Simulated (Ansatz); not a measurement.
# SiGeH (doublet): the correlation ladder at angle Ge2–Si1–H3 = 90.2°, cc-pVDZ

How much of the correlation energy of SiGeH (doublet) does each wave-function method recover here?

Computed with Ansatz 0.2.0, Gaussian basis. Level: cc-pVDZ, core rule «outside noble gas», up to 19 orbitals frozen.

Plan: UHF; CCSD(T) on ROHF; CCSD(T) on UHF; BCCD(T) on ROHF; CISD; CCSDT(Q) on ROHF; CCSDT(Q) on UHF; CCSDTQ on ROHF; CASSCF and MRCISD+Q, 3 electrons in 3 orbitals; CASSCF and NEVPT2, 3 electrons in 3 orbitals; CASSCF and MRCISD+Q, 9 electrons in 9 orbitals; CASSCF and MRCISD+Q(relaxed), 9 electrons in 9 orbitals; CASSCF and NEVPT2, 9 electrons in 9 orbitals.

## (1) What is computed

The geometry derives from a PBE0/def2-TZVP stationary point (not a proven minimum). One angle is set to the value named; bond lengths are kept. No spin-orbit coupling is included. The filled d shell of Ge may be among the frozen orbitals whatever the setting's name suggests; the logs give the count.

3 atoms, charge 0, spin multiplicity 2.

Atoms are counted from 1 here; the program's logs count them from 0.

Bond lengths: Si1–Ge2 2.190 Å, Si1–H3 1.495 Å. Angles: Ge2–Si1–H3 90.2°.

## (2) UHF

in.yaml

```yaml
crystal:
  periodic: [false, false, false]
  atoms:
    - {symbol: Si, position_ang: [-1.114212, 0.000000, 1.097119]}
    - {symbol: Ge, position_ang: [0.431612, 0.000000, -0.454111]}
    - {symbol: H, position_ang: [-0.058645, 0.000000, 2.156377]}
basis:
  gaussian: {orbitals: cc-pVDZ}
magnetization: {spin_polarized: true, initial_magnetization: 1}
hamiltonian: {xc: hf}
output: {orbitals: {seedname: orbitals}}
```

On the command line:

```bash
$ ansatz run in.yaml --threads 1 --pin off --events-out ev --progress --plain --max-ram 8192MiB --backend cpu
```

After this run come: CCSD(T) on ROHF; CCSD(T) on UHF; BCCD(T) on ROHF; CISD; CCSDT(Q) on ROHF; CCSDT(Q) on UHF; CCSDTQ on ROHF; CASSCF and MRCISD+Q, 3 electrons in 3 orbitals; CASSCF and NEVPT2, 3 electrons in 3 orbitals; CASSCF and MRCISD+Q, 9 electrons in 9 orbitals; CASSCF and MRCISD+Q(relaxed), 9 electrons in 9 orbitals; CASSCF and NEVPT2, 9 electrons in 9 orbitals.

Q: Predict the results of all the runs planned. Wanted: RCCSDTQ below the RHF energy; RMP2 from RCCSDTQ; UMP2 from RCCSDTQ; RCCSD from RCCSDTQ; RCCSD(T) from RCCSDTQ; UCCSD(T) from RCCSDTQ; RCCSDT(Q) from RCCSDTQ; UCCSDT(Q) from RCCSDTQ; NEVPT2 valence from RCCSDTQ.

The runs gave:

| quantity | value |
| --- | --- |
| RCCSDTQ below the RHF energy | -5.2381 eV |
| RMP2 from RCCSDTQ | +28.42 kcal/mol |
| UMP2 from RCCSDTQ | +29.93 kcal/mol |
| RCCSD from RCCSDTQ | +8.19 kcal/mol |
| RCCSD(T) from RCCSDTQ | +1.69 kcal/mol |
| UCCSD(T) from RCCSDTQ | +1.63 kcal/mol |
| RCCSDT(Q) from RCCSDTQ | +0.02 kcal/mol |
| UCCSDT(Q) from RCCSDTQ | -0.09 kcal/mol |
| NEVPT2 valence from RCCSDTQ | +18.10 kcal/mol |
| MRCISD+Q valence from RCCSDTQ | +0.09 kcal/mol |
| MRCISD+Q(relaxed) valence from RCCSDTQ | -0.56 kcal/mol |
| levels within 1 kcal/mol (43 meV) | RCCSDT, UCCSDT, RCCSDT(Q), UCCSDT(Q), MRCISD+Q valence, MRCISD+Q(relaxed) valence |
| T1 diagnostic | 0.057 |
| effectively unpaired electrons | 1.15 |

In words: RCCSD(T) lands +1.69 kcal/mol from the yardstick (1.4 % of the correlation energy). The occupations are near whole numbers, but T1 = 0.057 shows that the orbitals relax strongly. Of the multireference levels listed MRCISD+Q valence comes nearest in total energy (+0.09 kcal/mol), which doesn't show that its space is the better one. Coupled cluster took another determinant than the lowest Hartree-Fock one. These misses are within one basis, not against nature; the frozen cores of restricted and unrestricted runs differ, which can shift their rows.
